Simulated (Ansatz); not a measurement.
# ZrTi3C4: a closer look at a trial structure, part 2 of 3

This session takes a relaxed cell of ZrTi3C4 and sets out to get its elastic tensor and see how the gap depends on the level of theory.

Ansatz 0.2.0; DFT PBE, scalar-relativistic, plane waves, PAW. Earlier steps stand in the parts before.

### 3 The same geometry with r2SCAN

input.yaml

```yaml
crystal:
  lattice:
    - [-2.2242579, 2.2242579, 4.4291169]
    - [2.2242579, -2.2242579, 4.4291169]
    - [2.2242579, 2.2242579, -4.4291169]
  atoms:
    - { symbol: Zr, position: [0.5, 0.5, 0.0] }
    - { symbol: Ti, position: [0.0, 0.0, 0.0] }
    - { symbol: Ti, position: [0.75, 0.25, 0.5] }
    - { symbol: Ti, position: [0.25, 0.75, 0.5] }
    - { symbol: C, position: [0.243942, 0.243942, 0.0] }
    - { symbol: C, position: [0.0, 0.5, 0.5] }
    - { symbol: C, position: [0.756058, 0.756058, 0.0] }
    - { symbol: C, position: [0.5, 0.0, 0.5] }
basis:
  ecutwfc: 500
kpoints:
  mp_grid: { grid: [12, 12, 12] }
  band_path:
    path:
      - [[0.0, 0.0, 0.0], [0.0, 0.0, 0.5], [0.25, 0.25, 0.25], [0.0, 0.5, 0.0], [0.0, 0.0, 0.0], [0.5, 0.5, -0.5], [0.31304868, 0.68695132, -0.31304868]]
      - [[-0.31304868, 0.31304868, 0.31304868], [0.0, 0.0, 0.0]]
      - [[0.0, 0.0, 0.5], [-0.12609736, 0.12609736, 0.5]]
      - [[0.5, 0.5, -0.12609736], [0.5, 0.5, -0.5]]
    npoints: 14
hamiltonian:
  xc: r2scan
scf:
  occupations: { method: gaussian, width: 0.1 }
  n_extra_bands: 20
output:
  forces: true
  stress: true
  eigenvalues: true
  populations: true
  dos: { projected: true, de: 0.02, nscf_kmesh: { grid: [15, 15, 15] } }
  bader: true
  write_density: true
  write_potential: true
  elf: true
  volumetric_format: npy
```

Run with:

```console
$ ansatz run input.yaml --threads 4 --pin off --max-ram 8192MiB --backend cpu --events-out ev --progress --plain --runs-dir out
```

Log:

```text
Warning: RAYON_NUM_THREADS=4 ignored (pool sized by the plan → 4); use --threads N
scf.n_extra_bands = 20 over 32 filled bands (N_el = 64.0): the run solves 52 bands
Engine: ansatz 0.2.0, aarch64-unknown-linux-gnu
Pseudopotentials: kind: paw
Pseudopotential: Zr, paw, valence charge 12, recommended cutoff 500 eV (meta_gga), Zr.paw.azcp
Pseudopotential: Ti, paw, valence charge 12, recommended cutoff 500 eV (meta_gga), Ti.paw.azcp
Pseudopotential: C, paw, valence charge 4, recommended cutoff 500 eV (meta_gga), C.paw.azcp
Functional definition: r2SCAN
  parameter k0 = 0.174
  parameter k1 = 0.065
  parameter a1 = 4.9479
  exchange = r2scan_x(k0 = k0, k1 = k1, a1 = a1)
  correlation = r2scan_c
Crystal: 8 atoms, lattice volume = 87.649 Å³
Basis set: ecut = 500 eV, 2213 PW (Γ), exchange–correlation on 160×160×160 points (64 copies of the dense FFT grid, shifted against one another)
Bands: 52, of which v1, the nominal top of the filled ones, is band 32 counted from 1 (31 counted from 0)
Symmetry: 16 space group operations
Space group: I4/mmm (ITA 139), of the structure as read, at distance tolerance 4.4e-5 Å
k-points: 163 of 1728
Non-local potential: Zr, projectors of the file, l = 0: 3, l = 1: 2, l = 2: 2, l = 3: 2
Non-local potential: Ti, projectors of the file, l = 0: 3, l = 1: 2, l = 2: 3, l = 3: 1
Non-local potential: C, projectors of the file, l = 0: 2, l = 1: 2, l = 2: 1
PAW form: soft (Blöchl's): semilocal exchange-correlation on the pseudo side does not see the compensation charge
PAW frozen core: Zr, regenerated for the run's functional (the file was generated under x = pbe(κ = 0.804, μ = 0.2195149727645171), c = pbe(β = 0.06672455060314922))
PAW frozen core: Ti, regenerated for the run's functional (the file was generated under x = pbe(κ = 0.804, μ = 0.2195149727645171), c = pbe(β = 0.06672455060314922))
PAW frozen core: C, regenerated for the run's functional (the file was generated under x = pbe(κ = 0.804, μ = 0.2195149727645171), c = pbe(β = 0.06672455060314922))
PAW one-centre angular grid: Zr, 590 points (default); XC on 160 Gauss nodes
PAW one-centre angular grid: Ti, 590 points (default); XC on 160 Gauss nodes
PAW one-centre angular grid: C, 302 points (default); XC on 239 of its mesh's 2573 points in the sphere
Initial density: superposition of atomic densities (neutral atoms: chi_scale 0, normalization atom), corrected by the library's trained network
Initial wavefunctions: pseudopotential atomic-orbital guess
Functional: x = r2scan, c = r2scan; τ floored in thin density (d = 2e-4 eV/Å³)
SCF iter   1: F=—  HF=-12721.953947 eV  |F-HF|=—  |Δ(HF+E_count)|=         —  Δρ=1.71e-2  dr2=2.94e-1  dr2_τ=5.28e-1  ethr=1.77e-3  ⟨swp⟩=5.0  Hψ=32878  notcnv=0  defer=334
preconditioner: auto → Kerker (q_TF=auto, 2.589 Å⁻¹)  [metal: Δε(μ)=0.015 eV  Ē_g=9.358 eV  σ=0.100 eV  W_gap=0.09  n_scr=30 (ndim 8)  ℏωp=22.4 eV  f_vac=0.000  D(μ)=1.22/eV (n_scr^D=10)]
SCF iter   2: F=—  HF=-12722.152443 eV  |F-HF|=—  |Δ(HF+E_count)|=   1.98e-1  Δρ=6.47e-3  dr2=2.39e-2  dr2_τ=6.65e-3  ethr=4.59e-4  ⟨swp⟩=2.0  Hψ=13591  notcnv=0  defer=2036
SCF iter   3: F=—  HF=-12722.156445 eV  |F-HF|=—  |Δ(HF+E_count)|=   4.00e-3  Δρ=3.92e-3  dr2=8.26e-3  dr2_τ=5.02e-4  ethr=3.74e-5  ⟨swp⟩=1.3  Hψ=6651  notcnv=0  defer=2036
SCF iter   4: F=—  HF=-12722.159558 eV  |F-HF|=—  |Δ(HF+E_count)|=   3.11e-3  Δρ=6.99e-4  dr2=4.01e-4  dr2_τ=5.61e-5  ethr=1.29e-5  ⟨swp⟩=2.0  Hψ=9468  notcnv=0  defer=2036
SCF iter   5: F=—  HF=-12722.159740 eV  |F-HF|=—  |Δ(HF+E_count)|=   1.82e-4  Δρ=3.78e-4  dr2=1.61e-4  dr2_τ=1.46e-5  ethr=6.27e-7  ⟨swp⟩=2.0  Hψ=9356  notcnv=0  defer=2036
SCF iter   6: F=—  HF=-12722.159761 eV  |F-HF|=—  |Δ(HF+E_count)|=   2.03e-5  Δρ=1.23e-4  dr2=1.26e-5  dr2_τ=1.14e-6  ethr=2.52e-7  ⟨swp⟩=2.0  Hψ=8533  notcnv=0  defer=2036
SCF iter   7: F=—  HF=-12722.159771 eV  |F-HF|=—  |Δ(HF+E_count)|=   9.94e-6  Δρ=4.11e-5  dr2=1.12e-6  dr2_τ=5.95e-8  ethr=1.97e-8  ⟨swp⟩=2.0  Hψ=9728  notcnv=0  defer=2036
SCF iter   8: F=-12722.159774 eV  HF=-12722.159774 eV  |F-HF|=8.35e-8  |Δ(HF+E_count)|=   2.90e-6  Δρ=8.82e-6  dr2=4.66e-8  dr2_τ=3.31e-9  ethr=1.56e-10  ⟨swp⟩=13.0  Hψ=59439  notcnv=0
SCF 1 converged in 8 iterations: F = -12722.159774 eV  dr2 = 4.66e-8
NSCF: frozen V_eff on 130 k-points
NSCF: frozen V_eff on 288 k-points
SCF converged after 8 iterations
Free energy (F): -12722.159774 eV
Harris-Foulkes:  -12722.159774 eV  (|F-HF|=8.35e-8)
Internal energy: -12722.153672 eV  (E = F + TS)
E sigma→0 (E₀):  -12722.156723 eV
Entropy (-TS):   -0.006102 eV (-0.763 meV/atom)
Fermi energy:    14.665582 eV
--- Per-component energies (eV) ---
  E_band       = -446.795733
  E_kinetic    = 1509.516705
  E_local      = -2959.871208  (includes V_loc(G=0)·N_el)
  E_nonlocal   = 196.290708
  E_hartree    = 1136.216437
  E_xc         = -631.448223
  E_vxc        = -880.212159  (∫ρ·V_xc dr)
  E_paw        = -6538.036173  (= ΣΔE_a)
  E_vpaw       = -638.062124  (= ΣTr[D̂ρ^β])
  E_aug_tail   = 0.000296  (compensation charges beyond the density's cutoff)
  E_vtau       = 53.113076  (kinetic-family band-sum trace: ∫τ·v_τ [+ j·A + Jᵃ·Aᵃ] dr)
  E_ewald      = -5433.798006
  E_core_change = -1.024208  (= ΣΔE_core)
  E_smearing   = -0.006102  (= −TS)
  E_closure    = 0.000000  (closes the sum)
  Σ components = -12722.159774   (vs F -12722.159774, Δ=0.00e0)
--- Forces (eV/Å), atoms counted from 1 ---
  atom   1  Zr     0.00000000     0.00000000     0.00000000
  atom   2  Ti    -0.00000000     0.00000000     0.00000000
  atom   3  Ti     0.00000000    -0.00000000     0.00000000
  atom   4  Ti     0.00000000    -0.00000000     0.00000000
  atom   5  C      0.00000000     0.00000000    -0.01332546
  atom   6  C      0.00000000     0.00000000     0.00000000
  atom   7  C      0.00000000     0.00000000     0.01332546
  atom   8  C      0.00000000     0.00000000     0.00000000
  max |Σ_I F_I| component: 3.04e-18 eV/Å
--- Stress (GPa, compression-positive) ---
       -0.507465       0.000000      -0.000000
        0.000000      -0.507465      -0.000000
        0.000000       0.000000      -0.562713
  P = ⅓ Tr σ = -0.5259 GPa (-5.259 kbar)
--- Band table (eV; the first three rows and the last of 163) ---
  k-point 0: bands = ["-44.5331", "-44.4930", "-44.4018", "-34.5957", "-19.8126", "-19.8032", "-19.8032", "-19.6950", "-19.6767", "-19.6767", "-19.5829", "-19.5829", "-19.5485", "-12.1728", "-12.1728", "-12.1663", "1.7983", "3.7281", "4.0778", "4.6336", "11.2163", "11.2163", "11.4574", "11.7168", "11.7588", "11.9098", "11.9098", "13.1190", "14.6066", "14.6066", "15.5170", "15.5170", "15.5485", "16.0423", "16.0423", "16.0516", "16.3755", "16.5291", "17.4134", "17.4134", "17.5664", "17.7092", "17.7092", "18.0106", "19.2596", "19.4104", "19.4104", "19.4874", "19.6304", "20.0309", "22.1529", "22.7954"]
  k-point 1: bands = ["-44.5317", "-44.4942", "-44.4021", "-34.5957", "-19.8245", "-19.7918", "-19.7903", "-19.7122", "-19.6838", "-19.6637", "-19.5893", "-19.5787", "-19.5491", "-12.1786", "-12.1749", "-12.1659", "1.9068", "3.8027", "4.1502", "4.6629", "10.8021", "11.2405", "11.2861", "11.4618", "11.8981", "11.9466", "12.0969", "12.8617", "14.2446", "14.8290", "14.9163", "15.0193", "15.0259", "15.5660", "16.0496", "16.4846", "17.0730", "17.3407", "17.4025", "17.4450", "17.5998", "17.6642", "18.0597", "18.0994", "19.1517", "19.3719", "19.6782", "19.7540", "19.7653", "20.1469", "22.4407", "22.9430"]
  k-point 2: bands = ["-44.5276", "-44.4974", "-44.4029", "-34.5957", "-19.8428", "-19.7744", "-19.7550", "-19.7384", "-19.7082", "-19.6477", "-19.6024", "-19.5684", "-19.5514", "-12.1926", "-12.1806", "-12.1649", "2.2194", "4.0108", "4.3547", "4.7438", "10.1559", "10.6065", "11.3007", "11.4835", "11.8556", "11.9388", "12.0838", "12.3356", "13.5375", "13.7836", "13.9754", "14.3062", "15.4157", "15.7092", "16.3464", "17.0215", "17.2618", "17.3052", "17.5222", "17.6061", "17.8489", "18.1443", "18.6370", "19.0833", "19.2013", "19.4258", "19.7009", "20.3246", "20.3496", "20.4206", "23.2212", "23.3691"]
  k-point 162: bands = ["-44.5278", "-44.4931", "-44.4070", "-34.5964", "-19.8326", "-19.8326", "-19.7319", "-19.6883", "-19.6368", "-19.6368", "-19.6324", "-19.5939", "-19.5939", "-12.1839", "-12.1702", "-12.1702", "3.0897", "3.3433", "3.5639", "3.9303", "10.9383", "11.0955", "11.3306", "11.3306", "13.1122", "13.1122", "14.1243", "14.1243", "14.1612", "14.1612", "14.1660", "14.2145", "14.2437", "14.7165", "14.7165", "14.8239", "16.6239", "17.0177", "17.7007", "17.7286", "18.0072", "18.1765", "18.1765", "18.2258", "18.2258", "19.5503", "20.0164", "20.0221", "20.0221", "20.1860", "22.4616", "23.0571"]
--- Löwdin populations: 8 sites ---
  site symbol       q [e]
     0     Zr     11.2981
     1     Ti     11.0661
     2     Ti     11.0574
     3     Ti     11.0574
     4      C      4.8440
     5      C      4.8156
     6      C      4.8440
     7      C      4.8156
  spilling = 0.003152 (of n_electrons = 64.000000)
--- Bader charges: 8 sites ---
  site symbol  charge [e]  shift [e]
     0     Zr      1.9947     0.0010
     1     Ti      1.7910     0.0010
     2     Ti      1.7904     0.0010
     3     Ti      1.7904     0.0010
     4      C     -1.8317     0.0010
     5      C     -1.8515     0.0010
     6      C     -1.8318     0.0010
     7      C     -1.8515     0.0010
  estimated error of the sums over rays = 6.4e-4 e
```

Wall time 66 s (4 threads of Arm Neoverse V2, shared host); peak memory 1.5 GiB.

By site:

```csv
atom,Löwdin electrons,Bader charge (e),Bader volume (Å³)
Zr1,11.30,+1.99,10.5
Ti2,11.07,+1.79,8.1
Ti3,11.06,+1.79,8.2
Ti4,11.06,+1.79,8.2
C5,4.84,-1.83,13.3
C6,4.82,-1.85,13.0
C7,4.84,-1.83,13.3
C8,4.82,-1.85,13.0
```

The Löwdin counts miss 0.20 of the 64 electrons, which the atomic orbitals do not span, so they are no charges.

bands.tsv at the labelled points (eV, zero at the Fermi level; the bands nearest the Fermi level):

```tsv
point	band 29	band 30	band 31	band 32	band 33	band 34	band 35	band 36
Γ	-0.06	-0.06	0.85	0.85	0.88	1.38	1.38	1.39
X	-2.97	-2.75	-2.64	-2.34	2.05	2.51	2.87	2.97
P	-2.83	-2.83	-2.80	-2.59	2.41	2.51	2.66	2.66
N	-1.98	-1.90	-1.88	-1.60	1.20	1.31	2.45	2.53
Γ	-0.06	-0.06	0.85	0.85	0.88	1.38	1.38	1.39
M	-0.50	-0.50	-0.50	-0.45	-0.42	0.05	0.05	0.16
S	-2.39	-2.06	-0.92	-0.43	-0.38	1.90	1.92	2.10
S0	-2.39	-2.06	-0.92	-0.43	-0.38	1.90	1.92	2.10
Γ	-0.06	-0.06	0.85	0.85	0.88	1.38	1.38	1.39
X	-2.97	-2.75	-2.64	-2.34	2.05	2.51	2.87	2.97
R	-2.77	-2.47	-2.45	-2.23	1.72	2.12	2.61	2.74
G	-2.77	-2.47	-2.45	-2.23	1.72	2.12	2.61	2.74
M	-0.50	-0.50	-0.50	-0.45	-0.42	0.05	0.05	0.16
```

States per cell in windows of 1 eV, from dos.tsv and pdos.tsv (zero at the Fermi level):

```
from  to  total  Zr 4d  Ti 3d  C 2p
  -8  -7   0.00   0.00   0.00  0.00
  -7  -6   0.00   0.00   0.00  0.00
  -6  -5   0.92   0.13   0.17  0.45
  -5  -4   3.42   0.37   0.70  1.85
  -4  -3   5.11   0.59   1.01  3.09
  -3  -2   9.02   0.74   3.28  4.68
  -2  -1   3.99   0.39   1.50  1.97
  -1   0   1.53   0.13   0.48  0.87
   0   1   1.55   0.15   0.81  0.54
   1   2   3.43   0.32   2.45  0.57
   2   3   7.01   0.34   5.68  0.80
   3   4   7.76   0.32   5.94  1.25
   4   5   4.81   1.13   2.33  0.86
   5   6   6.33   2.12   2.11  1.54
```

A further 40 or so states lie below the table's range.

The maps below are laid out on this run's own conventional cell (a, b, c = 4.449, 4.449, 8.858 Å).

Density in a lattice plane of the grid's cell (edges 4.45 and 8.86 Å, at 0.000 of the third edge), which holds Zr and Ti and C.

Ten even steps from ' ' (0.21 e/Å³) to '@' (10.07 e/Å³):
```
**--        ..        --
                        
                        
....      --**--      ..
....    ..##@@##..    ..
..        --**--        
                        
..                      
----..    ......    ..--
::--..    ......    ..--
----..    ......    ..--
..                      
                        
..        --**--        
....    ..##@@##..    ..
....      --**--      ..
                        
                        
**--        ..        --
@@##..    ......    ..##
```
Columns run along the first of these edges and rows up along the second, over one cell in 12 and 20 even steps from the bottom left corner. Atoms in the plane (fractional): Zr at (0.00, 0.50), Ti at (0.00, 0.00), Ti at (0.50, 0.75), Ti at (0.50, 0.25), C at (0.00, 0.24), C at (0.50, 0.00), C at (0.00, 0.76), C at (0.50, 0.50).

ELF in the same plane.

Ten even steps from ' ' (0.00) to '@' (0.79):
```
####----@@@@##@@@@----##
==::..::**%%%%%%**::..::
@@%%##--..::--::..--##%%
**@@@@----######----@@@@
  **@@==****  ****==@@**
%%@@@@----######----@@@@
****++::..::--::..::++**
**==..::**%%%%%%**::..==
%%@@**--@@@@##@@@@--**@@
  ##@@==@@**  **@@==@@##
%%@@**--@@@@##@@@@--**@@
**==..::**%%%%%%**::..==
****++::..::--::..::++**
%%@@@@----######----@@@@
  **@@==****  ****==@@**
**@@@@----######----@@@@
@@%%##--..::--::..--##%%
==::..::**%%%%%%**::..::
####----@@@@##@@@@----##
  ++**==@@++  ++@@==**++
```
Columns run along the first of these edges and rows up along the second, over one cell in 12 and 20 even steps from the bottom left corner. Atoms in the plane (fractional): Zr at (0.00, 0.50), Ti at (0.00, 0.00), Ti at (0.50, 0.75), Ti at (0.50, 0.25), C at (0.00, 0.24), C at (0.50, 0.00), C at (0.00, 0.76), C at (0.50, 0.50).

Both are smooth fields of the valence electrons: close to the nuclei they are not physical.

Outside the cores ELF peaks at 0.81 in the shell around C, 0.7 Å from C.

[end of part 2 of 3]
